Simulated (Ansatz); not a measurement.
# GeH₅ (doublet): from Hartree-Fock to the top rungs at distance Ge1–H5 along a hydrogen transfer = 1.628 Å, cc-pVTZ

An exercise on one series of results from a longer session: the logs are not shown, and one member is left open.

Method: cc-pVTZ, core rule «outside noble gas», up to 14 orbitals frozen; program: Ansatz 0.2.0, Gaussian basis.

Plan: UHF; CCSD(T) on ROHF; CCSD(T) on UHF; BCCD(T) on ROHF; CISD; CCSDT(Q) on ROHF; CCSDT(Q) on UHF; CASSCF and NEVPT2, 3 electrons in 3 orbitals; CASSCF and NEVPT2, 9 electrons in 9 orbitals.

### The system

The geometry derives from fragments relaxed apart (PBE0/def2-TZVP) and kept rigid, so it is no stationary point. A hydrogen atom is moved between rigid fragments. No spin-orbit coupling is included. The filled d shell of Ge may be among the frozen orbitals whatever the setting's name suggests; the logs give the count.

6 atoms, charge 0, spin multiplicity 2.

Atoms are counted from 1 here; the program's logs count them from 0.

Bond lengths: Ge1–H2 1.534 Å, Ge1–H3 1.534 Å, Ge1–H4 1.534 Å, Ge1–H5 1.628 Å. Angles: H2–Ge1–H3 109.5°, H2–Ge1–H4 109.5°, H2–Ge1–H5 109.5°, H3–Ge1–H4 109.5°, H3–Ge1–H5 109.5°, H4–Ge1–H5 109.5°.

The first run:

File in.yaml:

```yaml
crystal:
  periodic: [false, false, false]
  atoms:
    - {symbol: Ge, position_ang: [-0.039337, 0.000000, 0.000000]}
    - {symbol: H, position_ang: [-0.550787, 1.446599, 0.000000]}
    - {symbol: H, position_ang: [-0.550787, -0.723300, 1.252791]}
    - {symbol: H, position_ang: [-0.550787, -0.723299, -1.252792]}
    - {symbol: H, position_ang: [1.588663, 0.000000, 0.000000]}
    - {symbol: H, position_ang: [2.898663, 0.000000, 0.000000]}
basis:
  gaussian: {orbitals: cc-pVTZ}
magnetization: {spin_polarized: true, initial_magnetization: 1}
hamiltonian: {xc: hf}
output: {orbitals: {seedname: orbitals}}
```

Launch:

```console
ansatz run in.yaml --threads 1 --pin off --events-out ev --progress --plain --max-ram 2816MiB --backend cpu
```

Steps of the session up to this table: UHF; CCSD(T) on ROHF; CCSD(T) on UHF; BCCD(T) on ROHF; CISD; CCSDT(Q) on ROHF; CCSDT(Q) on UHF; CASSCF and NEVPT2, 3 electrons in 3 orbitals; CASSCF and NEVPT2, 9 electrons in 9 orbitals.

One table of the session follows, with a row left open; its other results are not shown here.

```
        method  from UCCSDT(Q) (kJ/mol)
          ROHF                   +486.1
           UHF                   +477.0
          RMP2                    +97.5
          UMP2                    +96.1
          CISD                    +41.6
         RCCSD                    +13.7
         UCCSD                    +13.5
      RCCSD(T)                     +2.5
      UCCSD(T)                     +2.4
       BCCD(T)                     +2.4
        RCCSDT                     +0.4
        UCCSDT                     +0.3
     RCCSDT(Q)                     +0.1
     UCCSDT(Q)                        0
   CASSCF pair                        ?
   NEVPT2 pair                    +95.2
CASSCF valence                   +322.2
NEVPT2 valence                    +91.1
```

**Question.** Estimate the row for CASSCF pair.

**Answer.** from UCCSDT(Q) (kJ/mol): +440.5. In the column «from UCCSDT(Q) (kJ/mol)» it lies between CASSCF valence (+322.2) and UHF (+477.0).

To keep in mind: Restricted and unrestricted rows rest on different reference determinants; where their highest levels disagree by more than a few hundredths of an eV, they describe different states and don't form one ladder.
